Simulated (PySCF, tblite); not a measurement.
**C5H11FO2Si: geometry, infrared bands and NMR shifts**

Wanted: the infrared bands and NMR shifts of C5H11FO2Si (`CC(C)(C)OC(=O)[SiH2]F`), by calculation.

Computed with tblite 0.8.0 and PySCF 2.14.0, with density-fitted response routines of our own, on a single molecule in the gas phase. Atoms are numbered from 0 throughout.

### Step 1. The molecule as given

20 atoms, charge 0, multiplicity 1; geometry from: force field or distance geometry start.

Bonds of the start (Å): C0–C1 1.48, C1–C2 1.53, C1–C3 1.52, C1–O4 1.39, O4–C5 1.37, C5–O6 1.26, C5–Si7 1.84, Si7–F8 1.68, C0–H9 1.13, C0–H10 1.09, C0–H11 1.13, C2–H12 1.13, C2–H13 1.09, C2–H14 1.10, C3–H15 1.14, C3–H16 1.11, C3–H17 1.11, Si7–H18 1.48, Si7–H19 1.47.

### Step 2. Relaxing the molecule with GFN2-xTB

What the job is given:

```
{"job": {"kind": "relax", "xc": "GFN2-xTB", "basis": "xTB"}, "charge": 0, "multiplicity": 1}
C     -1.370300     0.767900    -1.148000
C     -0.744700    -0.187600    -0.212700
C     -1.363600    -0.024100     1.179500
C     -1.207300    -1.568100    -0.651200
O      0.644000    -0.241300    -0.179600
C      1.518900     0.772200     0.101700
O      1.070700     1.911300     0.397500
Si     3.322100     0.421800     0.049800
F      4.110400     0.779800     1.493300
H     -2.392000     1.023600    -0.740900
H     -0.805700     1.656200    -1.412700
H     -1.594100     0.223200    -2.107800
H     -2.443600    -0.330300     1.030700
H     -0.945400    -0.712500     1.913500
H     -1.390200     1.016800     1.534900
H     -1.830300    -2.077600     0.152000
H     -1.755300    -1.469800    -1.612200
H     -0.315000    -2.196200    -0.862800
H      3.863400     1.227000    -1.066200
H      3.622900    -0.981600    -0.271600
```

The run is started by

```
OMP_NUM_THREADS=1 python probes_run.py task.json out
```

One launch serves the whole session: the jobs run in the order shown.

**Question.** This job is followed by: GFN2-xTB harmonic vibrations, gas phase; GIAO PBE0/pcSseg-1 NMR shielding, non-relativistic, gas phase. What will the session give for the following? strongest single infrared mode (GFN2-xTB); zero-point energy (GFN2-xTB); 13C shifts against TMS (PBE0/pcSseg-1, means over atoms taken as alike); 1H shifts against TMS (PBE0/pcSseg-1, means over atoms taken as alike); 17O shifts against H2O (PBE0/pcSseg-1); 29Si shifts against TMS (PBE0/pcSseg-1); 19F shifts against CFCl3 (PBE0/pcSseg-1).

**Answer**, as computed:

| quantity | value |
| --- | --- |
| strongest single infrared mode (GFN2-xTB) | 1739 cm⁻¹, 331 km/mol |
| zero-point energy (GFN2-xTB) | 95.6 kcal/mol |
| 13C shifts against TMS (PBE0/pcSseg-1, means over atoms taken as alike) | 184.7, 83.0, 29.3 ppm |
| 1H shifts against TMS (PBE0/pcSseg-1, means over atoms taken as alike) | 5.05, 1.63 ppm |
| 17O shifts against H2O (PBE0/pcSseg-1) | 512.9, 280.5 ppm |
| 29Si shifts against TMS (PBE0/pcSseg-1) | -17.7 ppm |
| 19F shifts against CFCl3 (PBE0/pcSseg-1) | -231.4 ppm |

What this shows: Relaxing lowered the energy by 1.281 eV in 225 steps; the close pair that moved most is C5–Si7, from 1.838 to 1.921 Å. No mode is imaginary among the 54: a minimum at this level. The strongest single mode, at 1739 cm⁻¹, moves mainly C5 and O6. Unscaled tight-binding wavenumbers are off by several per cent, some by more. Its intensities can rank the bands wrongly. At PBE0/pcSseg-1: The largest span, 820 ppm, is at O6, where the paramagnetic term is -581 ppm.
